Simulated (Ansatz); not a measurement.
**Ge₃H₆: small, medium and large basis sets**

Aim: see how fast density functionals converge with the basis set for Ge₃H₆.

Computed with Ansatz 0.2.0, Gaussian basis. Level: one geometry, several basis sets.

Plan: PBE0-D4/def2-SVP; ωB97M-V/def2-SVP; PBE0-D4/def2-QZVPP; ωB97M-V/def2-QZVPP; the functionals' def2-TZVPP values are taken from earlier runs.

## (1) Structure used throughout

An earlier PBE0-D4/def2-TZVP relaxation fixed the geometry.

9 atoms, charge 0, spin multiplicity 1.

Atoms are counted from 1 here; the program's logs count them from 0.

Bond lengths: Ge1–Ge2 2.433 Å, Ge1–Ge3 2.433 Å, Ge1–H4 1.533 Å, Ge1–H5 1.533 Å, Ge2–Ge3 2.433 Å, Ge2–H6 1.533 Å, Ge2–H7 1.533 Å, Ge3–H8 1.533 Å, Ge3–H9 1.533 Å. Angles: Ge2–Ge1–Ge3 60.0°, Ge2–Ge1–H4 118.6°, Ge2–Ge1–H5 118.6°, Ge3–Ge1–H4 118.6°, Ge3–Ge1–H5 118.6°, H4–Ge1–H5 112.9°, Ge1–Ge2–Ge3 60.0°, Ge1–Ge2–H6 118.6°, Ge1–Ge2–H7 118.6°, Ge3–Ge2–H6 118.6°, Ge3–Ge2–H7 118.6°, H6–Ge2–H7 112.9°, Ge1–Ge3–Ge2 60.0°, Ge1–Ge3–H8 118.6°, Ge1–Ge3–H9 118.6°, Ge2–Ge3–H8 118.6°, Ge2–Ge3–H9 118.6°, H8–Ge3–H9 112.9°.

## (2) PBE0-D4 in def2-SVP

The input, in.yaml:

```yaml
crystal:
  periodic: [false, false, false]
  atoms:
    - {symbol: Ge, position_ang: [-0.982033, 0.315964, -0.953464]}
    - {symbol: Ge, position_ang: [1.283072, 0.563091, -0.100006]}
    - {symbol: Ge, position_ang: [-0.301034, -0.879099, 1.053512]}
    - {symbol: H, position_ang: [-1.196059, -0.481884, -2.244328]}
    - {symbol: H, position_ang: [-1.951291, 1.494609, -0.811924]}
    - {symbol: H, position_ang: [2.434344, -0.085178, -0.876548]}
    - {symbol: H, position_ang: [1.677835, 1.890545, 0.556293]}
    - {symbol: H, position_ang: [-0.104845, -2.396823, 0.971452]}
    - {symbol: H, position_ang: [-0.859979, -0.421215, 2.405033]}
basis:
  gaussian: {orbitals: def2-SVP}
hamiltonian: {xc: pbe0, dispersion: d4}
output: {orbitals: {seedname: orbitals}}
```

Run with:

```sh
$ ansatz run in.yaml --threads 4 --pin off --events-out ev --progress --plain --max-ram 10444MiB
```

Further steps of the session: ωB97M-V in def2-SVP; PBE0-D4 in def2-QZVPP; ωB97M-V in def2-QZVPP.

**Question.** What will the summary of the whole plan be? Wanted: PBE0-D4: double and triple zeta above quadruple; ωB97M-V: double and triple zeta above quadruple.

**Answer**, as computed:

| quantity | value |
| --- | --- |
| PBE0-D4: double and triple zeta above quadruple | 25.09, 3.67 eV |
| ωB97M-V: double and triple zeta above quadruple | 24.94, 3.57 eV |

In words: PBE0-D4 gains 21.43 eV from double to triple zeta, then 3.67 eV more. Total energies overstate the basis error of differences, where much of it tends to cancel. The LUMO of ωB97M-V is positive and keeps falling with the basis (1.55 to 0.97 eV): an unbound level that the basis holds in place.
